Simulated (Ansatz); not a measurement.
# FeSb (P6_3/mmc): equation of state

An exercise on one series of results from a longer session: the logs are not shown, and one member is left open.

The COD entry's cell or inner coordinates are ideal or old and differ from later refinements, so a difference from it is no clean test against experiment.

Program: Ansatz 0.2.0. Level of theory: DFT LDA, scalar-relativistic, plane waves, PAW. These are calculated values, not measurements.

**Starting point**

It takes space group Cmcm (No. 63, orthorhombic). Conventional cell: a = 3.904 Å, b = 6.742 Å, c = 4.938 Å, α = 90.00°, β = 90.00°, γ = 90.00°. Around Fe (site symmetry 2/m) lie 2 Fe at 2.47 Å and 6 Sb at 2.57 Å. Around Sb (site symmetry m2m) lie 6 Fe at 2.57 Å.

Coordinates:

```
CELL_PARAMETERS angstrom
-3.90442 0.00000 0.00000
0.00000 0.00000 -4.93807
0.00000 -6.74209 0.00000
ATOMIC_POSITIONS crystal
Fe 0.00000 0.00000 0.00000
Fe 0.00000 0.50000 0.00000
Sb 0.00000 0.75000 0.66629
Sb 0.50000 0.25000 0.83371
Fe 0.50000 0.00000 0.50000
Fe 0.50000 0.50000 0.50000
Sb 0.50000 0.75000 0.16629
Sb 0.00000 0.25000 0.33371
```

An earlier run at LDA left this cell at 16.249 Å³/atom and -0.01 GPa (10×8×6 mesh). The large moments point both ways and cancel.

Volume factors to run: 0.980, 1.020, 0.960, 1.040.

The first run:

input.yaml

```yaml
crystal:
  lattice:
    - [-3.8782191586, 0.0, 0.0]
    - [0.0, 0.0, -4.9049290965]
    - [0.0, -6.696844328, 0.0]
  atoms:
    - { symbol: Fe, position: [0.0, 0.0, 0.0], spin: 1.32 }
    - { symbol: Fe, position: [0.0, -0.5, 0.0], spin: 1.32 }
    - { symbol: Sb, position: [0.0, -0.25, -0.3337092536] }
    - { symbol: Sb, position: [-0.5, -0.75, -0.1662877417] }
    - { symbol: Fe, position: [0.5, 0.0, 0.5], spin: -1.32 }
    - { symbol: Fe, position: [0.5, -0.5, 0.5], spin: -1.32 }
    - { symbol: Sb, position: [0.5, -0.25, 0.1662877417] }
    - { symbol: Sb, position: [0.0, -0.75, 0.3337092536] }
basis:
  ecutwfc: 420
  ecutrho_ratio: 4
kpoints:
  mp_grid: { grid: [10, 8, 6] }
hamiltonian:
  xc: lda
scf:
  occupations: { method: gaussian, width: 0.05 }
output:
  forces: true
  stress: true
  eigenvalues: true
  populations: true
magnetization:
  spin_polarized: true
relax:
  f_tol: 0.01
  max_steps: 40
  cell: { stress_tol: 0.1, fix: [volume] }
```

Run with:

```console
ansatz run input.yaml --threads 2 --pin off --max-ram 5120MiB --backend cpu --events-out ev --progress --plain --runs-dir out
```

Steps of the session up to this table: At 0.980 of the relaxed volume; Scaling the volume by 1.020; At 0.960 of the relaxed volume; Scaling the volume by 1.040.

One of the session's tables, all rows but one given; the rest of the session is left out.

It belongs to the step «Energy and pressure against volume». 

```
volume (Å³/atom)  energy (meV/atom)  pressure (GPa)  moment of atom 1 (μB)
          15.599              12.72            6.59                   1.07
          15.924               3.04            3.08                   1.14
          16.249               0.00           -0.01                   1.20
          16.574                  ?               ?                      ?
          16.899              10.87           -5.10                   1.34
```

Estimate the missing values for volume (Å³/atom) = 16.574.

Worked estimate for «energy (meV/atom)». A straight line through the neighbours (16.249, 0.00) and (16.899, 10.87) gives 0.00 + (10.87 − 0.00) × (16.574 − 16.249) / (16.899 − 16.249) = 5.44; a parabola fitted to 3 rows on both sides gives 2.61.

**Answer.** energy (meV/atom): 2.84; pressure (GPa): -2.73; moment of atom 1 (μB): 1.27. In «energy (meV/atom)» the line misses by +2.60 and the parabola by -0.23.

Limits of these values: Warnings in the runs' records: stability check not made.
